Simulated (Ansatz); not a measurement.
# HfIn4SiO6 (C2) in Ansatz: a series of runs

The runs below take HfIn4SiO6 through single point, with PBE.

All numbers are computed with Ansatz 0.2.0; they aren't measurements. Logs are shortened: lines on timing, memory, paths and dates and some standing lists are left out, and cuts for length are marked.

## (1) The structure

It takes space group C2 (No. 5, monoclinic). The conventional cell has a = 5.432 Å, b = 9.407 Å, c = 7.636 Å, α = 90.00°, β = 104.07°, γ = 90.00°. Around Hf (site symmetry 2) lie 6 O at 2.13 to 2.14 Å. In (site symmetry 2) has 2 O at 2.73 Å and 4 In at 3.12 Å as nearest neighbours. Around In (site symmetry 2) lie 6 O at 2.23 Å. In (site symmetry 2) has 2 O at 2.73 Å and 3 In at 3.07 to 3.12 Å as nearest neighbours. In (site symmetry 2) is surrounded by 2 O at 2.73 Å and 3 In at 3.07 to 3.12 Å. Si (site symmetry 2) is surrounded by 6 O at 1.85 Å. Around O (site symmetry 1) lie 1 Si at 1.85 Å. O (site symmetry 1) is surrounded by 1 Si at 1.85 Å.

The cell was built by a generator and needn't be a form met in nature.

## (2) Single point, PBE, 14.82 Å³/atom (volume scaled by 0.94)

The input, input.yaml:

```yaml
crystal:
  lattice:
    - [2.6604089334, -4.6075518334, 0.0081599523]
    - [2.6604089334, 4.6075518334, 0.0081599523]
    - [-1.8407892362, 0.0, 7.2501812789]
  atoms:
    - { symbol: Hf, position: [0.78835, 0.21165, 0.0] }
    - { symbol: In, position: [0.62175, 0.37825, 0.5] }
    - { symbol: In, position: [0.45502, 0.54498, 0.0] }
    - { symbol: In, position: [0.28407, 0.71593, 0.5] }
    - { symbol: In, position: [0.95814, 0.04186, 0.5] }
    - { symbol: Si, position: [0.12168, 0.87832, 0.0] }
    - { symbol: O, position: [0.06219, 0.11415, 0.86666] }
    - { symbol: O, position: [0.88585, 0.93781, 0.13334] }
    - { symbol: O, position: [0.7949, 0.53784, 0.86663] }
    - { symbol: O, position: [0.46216, 0.2051, 0.13337] }
    - { symbol: O, position: [0.15352, 0.62879, 0.13333] }
    - { symbol: O, position: [0.37121, 0.84648, 0.86667] }
kpoints:
  mp_grid: { grid: [4, 4, 3] }
scf:
  occupations: { method: fermi_dirac, width: 0.05 }
hamiltonian:
  xc: pbe
  pseudopotentials: { kind: all_electron, lapw: { basis_error: 0.003 } }
output:
  forces: true
  stress: true
  eigenvalues: true
```

Potentials or basis: all-electron LAPW, scalar-relativistic.

On the command line:

```sh
$ ansatz run input.yaml --threads 8 --pin off --max-ram 24576MiB --backend cpu --events-out ev --progress --plain --runs-dir out
```

Standard output:

```text
Warning: RAYON_NUM_THREADS=8 ignored (pool sized by the plan → 8); use --threads N
LAPW: plane waves up to 9.899 Å⁻¹, error target 3.0e-3 eV per atom; small_component_spin mean_spin; O in spheres of 0.889 Å, 8 of its electrons in bands, Dirac shells []; Si in spheres of 0.925 Å, 12 of its electrons in bands, Dirac shells []; In in spheres of 1.202 Å, 31 of its electrons in bands, Dirac shells []; Hf in spheres of 1.202 Å, 42 of its electrons in bands, Dirac shells [] (how accurate: hamiltonian.pseudopotentials.lapw.basis_error, Limitations)
Engine: ansatz 0.2.0, x86_64-unknown-linux-gnu
Pseudopotentials: kind: all_electron
Pseudopotential: Hf, LAPW, valence charge 42, lapw/all_electron/scalar/gaussian/Hf, Koelling and Harmon's equation, gaussian nucleus
Pseudopotential: In, LAPW, valence charge 31, lapw/all_electron/scalar/gaussian/In, Koelling and Harmon's equation, gaussian nucleus
Pseudopotential: Si, LAPW, valence charge 12, lapw/all_electron/scalar/gaussian/Si, Koelling and Harmon's equation, gaussian nucleus
Pseudopotential: O, LAPW, valence charge 8, lapw/all_electron/scalar/gaussian/O, Koelling and Harmon's equation, gaussian nucleus
Functional definition: PBE
  parameter kappa = 0.804
  parameter beta = 0.06672455060314922
  exchange = pbe_x(kappa = kappa, mu = beta*pi^2/3)
  correlation = pbe_c(beta = beta)
Crystal: 12 atoms, lattice volume = 177.883 Å³
Basis set: ecut = 373.3707525536596 eV, 2939 PW (Γ), exchange–correlation at level 2
Bands: 136, of which v1, the nominal top of the filled ones, is band 113 counted from 1 (112 counted from 0)
Symmetry: 2 space group operations
Space group: C2 (ITA 5), of the structure as read, at distance tolerance 5.6e-5 Å
k-points: 17 of 48 (time reversal used)
Non-local potential: Hf, projectors of the file, none
Non-local potential: In, projectors of the file, none
Non-local potential: Si, projectors of the file, none
Non-local potential: O, projectors of the file, none
Initial density: superposition of atomic densities (chi_scale 0.1, normalization cell, long waves 45 % of neutral atoms (reshape's long-wave potential 1.45 eV rms, cloud 2.41 Å wide))
Initial wavefunctions: plane waves of lowest kinetic energy (no species holds an atomic orbital)
Functional: x = pbe(κ = 0.804, μ = 0.2195149727645171), c = pbe(β = 0.06672455060314922)
iter 1 solved again at ethr=1.00e-2 eV; its pass at ethr=1.00e-1 eV (dr2=2.27e1 eV) is discarded
SCF iter   1: F=—  HF=-1070633.169214 eV  |F-HF|=—  |Δ(HF+E_count)|=         —  Δρ=1.03e-1  dr2=2.27e1  ethr=1.00e-2  ⟨swp⟩=2.1  Hψ=14127  notcnv=0
preconditioner: auto → LDOS  [metal: Δε(μ)=0.049 eV  Ē_g=17.372 eV  σ=0.050 eV  W_gap=0.23  n_scr=74 (ndim 8)  ℏωp=29.2 eV  f_vac=0.082  D(μ)=1.58/eV (n_scr^D=2)  β→1.0]
SCF iter   2: F=—  HF=-1070639.187270 eV  |F-HF|=—  |Δ(HF+E_count)|=    6.02e0  Δρ=1.32e-1  dr2=4.35e1  ethr=1.00e-2  ⟨swp⟩=3.0  Hψ=7314  notcnv=0
iter 3 solved again at ethr=4.01e-4 eV; its pass at ethr=1.00e-2 eV (dr2=9.06e-1 eV) is discarded
SCF iter   3: F=—  HF=-1070623.254953 eV  |F-HF|=—  |Δ(HF+E_count)|=    1.59e1  Δρ=2.10e-2  dr2=9.04e-1  ethr=4.01e-4  ⟨swp⟩=2.0  Hψ=11481  notcnv=0
SCF iter   4: F=—  HF=-1070622.748754 eV  |F-HF|=—  |Δ(HF+E_count)|=         —  Δρ=6.96e-3  dr2=2.77e-1  ethr=4.00e-4  ⟨swp⟩=3.0  Hψ=7259  notcnv=0
the basis was enlarged: its passes take 616.9 KiB over the memory plan, 8 of 8 planned eigensolver slots
SCF iter   5: F=—  HF=-1070622.675450 eV  |F-HF|=—  |Δ(HF+E_count)|=   7.33e-2  Δρ=6.96e-3  dr2=2.02e-1  ethr=1.22e-4  ⟨swp⟩=2.0  Hψ=6844  notcnv=0
SCF iter   6: F=—  HF=-1070622.643487 eV  |F-HF|=—  |Δ(HF+E_count)|=   3.20e-2  Δρ=5.18e-3  dr2=1.08e-1  ethr=8.92e-5  ⟨swp⟩=2.0  Hψ=6210  notcnv=0
SCF iter   7: F=—  HF=-1070622.610320 eV  |F-HF|=—  |Δ(HF+E_count)|=   3.32e-2  Δρ=1.35e-3  dr2=8.20e-3  ethr=4.78e-5  ⟨swp⟩=2.0  Hψ=6946  notcnv=0
SCF iter   8: F=—  HF=-1070622.607811 eV  |F-HF|=—  |Δ(HF+E_count)|=   2.51e-3  Δρ=2.44e-4  dr2=1.94e-4  ethr=3.63e-6  ⟨swp⟩=3.0  Hψ=6695  notcnv=0
SCF iter   9: F=—  HF=-1070622.607757 eV  |F-HF|=—  |Δ(HF+E_count)|=   5.40e-5  Δρ=1.06e-4  dr2=3.65e-5  ethr=8.57e-8  ⟨swp⟩=3.0  Hψ=6904  notcnv=0
SCF iter  10: F=—  HF=-1070622.607748 eV  |F-HF|=—  |Δ(HF+E_count)|=   8.81e-6  Δρ=4.60e-5  dr2=7.54e-6  ethr=1.62e-8  ⟨swp⟩=2.2  Hψ=6656  notcnv=0
SCF iter  11: F=—  HF=-1070622.607747 eV  |F-HF|=—  |Δ(HF+E_count)|=   1.71e-6  Δρ=1.01e-5  dr2=1.92e-7  ethr=3.34e-9  ⟨swp⟩=2.2  Hψ=6655  notcnv=0
SCF iter  12: F=-1070622.607747 eV  HF=-1070622.607747 eV  |F-HF|=2.14e-8  |Δ(HF+E_count)|=   1.38e-7  Δρ=3.30e-6  dr2=2.38e-8  ethr=8.51e-11  ⟨swp⟩=3.0  Hψ=6991  notcnv=0
SCF 1 converged in 12 iterations: F = -1070622.607747 eV  dr2 = 2.38e-8
SCF converged after 12 iterations
Free energy (F): -1070622.607747 eV
Harris-Foulkes:  -1070622.607747 eV  (|F-HF|=2.14e-8)
Internal energy: -1070622.599555 eV  (E = F + TS)
E sigma→0 (E₀):  -1070622.603651 eV
Entropy (-TS):   -0.008192 eV (-0.683 meV/atom)
Fermi energy:    14.253015 eV
--- Per-component energies (eV) ---
  E_band       = -29458.854378
  E_kinetic    = 1148642.358517
  E_xc         = -27803.346756
  E_electrostatic = -2191461.611317  (all electrons and nuclei)
  E_smearing   = -0.008192  (= −TS)
  E_closure    = 0.000000  (closes the sum)
  E_atoms      = -1070548.903579  (free atoms, spherical and without spin; not in F)
  Σ components = -1070622.607747   (vs F -1070622.607747, Δ=0.00e0)
  Basis errors (estimates in eV, not in F): energy 1.1e-3 per atom: plane waves 9.2e-4 (5.6e-4 summed), levels above the bands 8.1e-86, relativity 5.8e-8, radial functions 1.5e-4, core shells 4.8e-6; eigenvalues (radial functions only) 5.2e-5; not estimated: angular momenta, meshes, grids; target (lapw.basis_error) 3.0e-3; muffin-tin radii O 0.889 Å, Si 0.925 Å, In 1.202 Å, Hf 1.202 Å
--- Forces (eV/Å), atoms counted from 1 ---
  atom   1  Hf     0.00000000     0.01078339     0.00000000
  atom   2  In    -0.00000000     0.05573481     0.00000000
  atom   3  In     0.00000000     0.00752259     0.00000000
  atom   4  In     0.00000000    -0.14896938     0.00000000
  atom   5  In    -0.00000000     0.09115492    -0.00000000
  atom   6  Si    -0.00000000     0.00377305    -0.00000000
  atom   7  O      0.09368056    -0.13259916    -0.69151609
  atom   8  O     -0.09368056    -0.13259916     0.69151609
  atom   9  O      0.04900672     0.12884502    -0.68283048
  atom  10  O     -0.04900672     0.12884502     0.68283048
  atom  11  O      0.14686587    -0.00623945     0.68079863
  atom  12  O     -0.14686587    -0.00623945    -0.68079863
  max |Σ_I F_I| component: 1.22e-5 eV/Å
--- Stress (GPa, compression-positive) ---
        9.029321       0.000000       0.037193
        0.000000       9.049097      -0.000000
        0.037193      -0.000000       6.272038
  P = ⅓ Tr σ = 8.1168 GPa (81.168 kbar)
--- Band table (eV; the first three rows and the last of 17) ---
  k-point 0: bands = ["-493.0476", "-493.0476", "-493.0434", "-493.0434", "-493.0408", "-493.0408", "-414.9594", "-414.9403", "-414.9401", "-414.8950", "-414.8950", "-414.3548", "-414.3518", "-414.3512", "-414.3455", "-414.3445", "-414.3427", "-414.3426", "-414.3414", "-414.3404", "-414.3051", "-414.3051", "-414.3024", "-414.3023", "-414.3018", "-414.3017", "-360.9119", "-360.8756", "-360.8756", "-188.7931", "-188.7766", "-188.7764", "-188.7411", "-188.7409", "-122.1888", "-102.3880", "-101.5901", "-101.5872", "-101.5863", "-78.2639", "-78.2580", "-78.2579", "-60.9469", "-60.8950", "-60.8947", "-60.1120", "-60.1086", "-60.1075", "-60.0591", "-60.0572", "-60.0560", "-60.0548", "-60.0428", "-60.0426", "-49.4792", "-18.3784", "-18.3773", "-18.3144", "-8.0865", "-6.4486", "-6.4430", "-5.6680", "-5.4472", "-5.4324", "-1.6542", "-1.6536", "-1.6180", "-1.3971", "-1.3885", "-0.9809", "-0.8031", "-0.7963", "-0.7490", "-0.7483", "-0.7256", "-0.7251", "-0.6286", "-0.6266", "-0.6080", "-0.6044", "-0.5393", "-0.5315", "-0.5053", "-0.5039", "0.6574", "0.6649", "0.6651", "0.6954", "0.7003", "0.7008", "0.7089", "3.8048", "5.1495", "5.9356", "5.9395", "6.9055", "6.9819", "7.3725", "7.3788", "8.1244", "8.1330", "8.1363", "9.0247", "9.3426", "9.4549", "9.7318", "9.8221", "9.8579", "10.3023", "10.3867", "13.4972", "13.7029", "13.7292", "13.8396", "14.0399", "14.0643", "14.8854", "15.0092", "16.1355", "16.4505", "16.4921", "18.4961", "19.7182", "20.1347", "20.5733", "20.6072", "20.8798", "21.0702", "21.1120", "21.7548", "21.9427", "23.0064", "23.0909", "23.2455", "23.7825", "23.9813"]
[... 3 lines left out ...]
```

It took 30 s on 8 threads of Intel Xeon 6975P-C (Granite Rapids), shared host; peak memory 2.2 GiB.

What came out:

```
Free energy            : -1070622.6077 eV
Pressure               : 8.1 GPa
Largest force          : 0.710 eV/Å
Band gap on the k mesh : none (metal or under the smearing width)
```

Caveat: the k mesh is thin for a metal, which can move the energy by tens of meV per atom.

## (3) Single point, PBE, 15.14 Å³/atom (volume scaled by 0.96)

input.yaml, as its differences from that of step 2:

```diff
@@ -2,5 +2,5 @@
   lattice:
-    - [2.6604089334, -4.6075518334, 0.0081599523]
-    - [2.6604089334, 4.6075518334, 0.0081599523]
-    - [-1.8407892362, 0.0, 7.2501812789]
+    - [2.6791448248, -4.6400004506, 0.0082174186]
+    - [2.6791448248, 4.6400004506, 0.0082174186]
+    - [-1.8537529678, 0.0, 7.3012405758]
   atoms:
```

Potentials or basis: all-electron LAPW, scalar-relativistic.

On the command line:

```sh
$ ansatz run input.yaml --threads 8 --pin off --max-ram 24576MiB --backend cpu --events-out ev --progress --plain --runs-dir out
```

Wall time 29 s (8 threads of Intel Xeon 6975P-C (Granite Rapids), shared host); peak memory 2.2 GiB.

It converged, with:

* Free energy: -1070622.7616 eV
* Pressure: 5.0 GPa
* Largest force: 0.463 eV/Å
* Band gap on the k mesh: none (metal or under the smearing width)

Caveat: the k mesh is thin for a metal, which can move the energy by tens of meV per atom.

## (4) Single point, PBE, 15.45 Å³/atom (volume scaled by 0.98)

input.yaml, as its differences from that of step 3:

```diff
@@ -2,5 +2,5 @@
   lattice:
-    - [2.6791448248, -4.6400004506, 0.0082174186]
-    - [2.6791448248, 4.6400004506, 0.0082174186]
-    - [-1.8537529678, 0.0, 7.3012405758]
+    - [2.6976222696, -4.6720014649, 0.0082740923]
+    - [2.6976222696, 4.6720014649, 0.0082740923]
+    - [-1.866537875, 0.0, 7.3515955503]
   atoms:
```

On the command line:

```sh
$ ansatz run input.yaml --threads 8 --pin off --max-ram 24576MiB --backend cpu --events-out ev --progress --plain --runs-dir out
```

It took 28 s on 8 threads of Intel Xeon 6975P-C (Granite Rapids), shared host; peak memory 2.2 GiB.

The run converged. Its results:

* Free energy: -1070622.8453 eV
* Pressure: 2.2 GPa
* Largest force: 0.236 eV/Å
* Band gap on the k mesh: none (metal or under the smearing width)

Caveat: the k mesh is thin for a metal, which can move the energy by tens of meV per atom.

## (5) Single point, PBE, 15.77 Å³/atom

input.yaml, as its differences from that of step 4:

```diff
@@ -2,5 +2,5 @@
   lattice:
-    - [2.6976222696, -4.6720014649, 0.0082740923]
-    - [2.6976222696, 4.6720014649, 0.0082740923]
-    - [-1.866537875, 0.0, 7.3515955503]
+    - [2.71585, -4.70357, 0.00833]
+    - [2.71585, 4.70357, 0.00833]
+    - [-1.87915, 0.0, 7.40127]
   atoms:
```

On the command line:

```sh
$ ansatz run input.yaml --threads 8 --pin off --max-ram 24576MiB --backend cpu --events-out ev --progress --plain --runs-dir out
```

Wall time 28 s (8 threads of Intel Xeon 6975P-C (Granite Rapids), shared host); peak memory 2.2 GiB.

The run converged. Its results:

```yaml
Free_energy: -1070622.8661 eV
Pressure: -0.3 GPa
Largest_force: 0.083 eV/Å
Band_gap_on_the_k_mesh: none (metal or under the smearing width)
```

Caveat: the k mesh is thin for a metal, which can move the energy by tens of meV per atom.

## (6) Single point, PBE, 16.09 Å³/atom (volume scaled by 1.02)

input.yaml, as its differences from that of step 5:

```diff
@@ -2,5 +2,5 @@
   lattice:
-    - [2.71585, -4.70357, 0.00833]
-    - [2.71585, 4.70357, 0.00833]
-    - [-1.87915, 0.0, 7.40127]
+    - [2.7338362858, -4.734720378, 0.0083851672]
+    - [2.7338362858, 4.734720378, 0.0083851672]
+    - [-1.8915950647, 0.0, 7.4502864616]
   atoms:
```

Potentials or basis: all-electron LAPW, scalar-relativistic.

On the command line:

```sh
$ ansatz run input.yaml --threads 8 --pin off --max-ram 24576MiB --backend cpu --events-out ev --progress --plain --runs-dir out
```

Run time: 23 s. Hardware: 8 threads of Intel Xeon 6975P-C (Granite Rapids), shared host; peak memory 1.9 GiB.

The run converged. Its results:

```yaml
Free_energy: -1070622.8308 eV
Pressure: -2.6 GPa
Largest_force: 0.189 eV/Å
Band_gap_on_the_k_mesh: none (metal or under the smearing width)
```

Caveat: the k mesh is thin for a metal, which can move the energy by tens of meV per atom.

## (7) Single point, PBE, 16.40 Å³/atom (volume scaled by 1.04)

input.yaml, as its differences from that of step 6:

```diff
@@ -2,5 +2,5 @@
   lattice:
-    - [2.7338362858, -4.734720378, 0.0083851672]
-    - [2.7338362858, 4.734720378, 0.0083851672]
-    - [-1.8915950647, 0.0, 7.4502864616]
+    - [2.7515889669, -4.765466177, 0.0084396178]
+    - [2.7515889669, 4.765466177, 0.0084396178]
+    - [-1.9038784937, 0.0, 7.4986663007]
   atoms:
```

On the command line:

```sh
$ ansatz run input.yaml --threads 8 --pin off --max-ram 24576MiB --backend cpu --events-out ev --progress --plain --runs-dir out
```

Wall time 23 s (8 threads of Intel Xeon 6975P-C (Granite Rapids), shared host); peak memory 1.9 GiB.

The run converged. Its results:

| Quantity | Value |
| --- | --- |
| Free energy | -1070622.7452 eV |
| Pressure | -4.6 GPa |
| Largest force | 0.362 eV/Å |
| Band gap on the k mesh | none (metal or under the smearing width) |

Caveat: the k mesh is thin for a metal, which can move the energy by tens of meV per atom.

## (8) Single point, PBE, 16.72 Å³/atom (volume scaled by 1.06)

input.yaml, as its differences from that of step 7:

```diff
@@ -2,5 +2,5 @@
   lattice:
-    - [2.7515889669, -4.765466177, 0.0084396178]
-    - [2.7515889669, 4.765466177, 0.0084396178]
-    - [-1.9038784937, 0.0, 7.4986663007]
+    - [2.7691154838, -4.7958202832, 0.0084933748]
+    - [2.7691154838, 4.7958202832, 0.0084933748]
+    - [-1.9160054353, 0.0, 7.5464297942]
   atoms:
```

On the command line:

```sh
$ ansatz run input.yaml --threads 8 --pin off --max-ram 24576MiB --backend cpu --events-out ev --progress --plain --runs-dir out
```

It took 23 s on 8 threads of Intel Xeon 6975P-C (Granite Rapids), shared host; peak memory 1.9 GiB.

Results (log left out):

| Item | Value |
| --- | --- |
| Free energy | -1070622.6146 eV |
| Pressure | -6.4 GPa |
| Largest force | 0.524 eV/Å |
| Band gap on the k mesh | none (metal or under the smearing width) |

Caveat: the k mesh is thin for a metal, which can move the energy by tens of meV per atom.
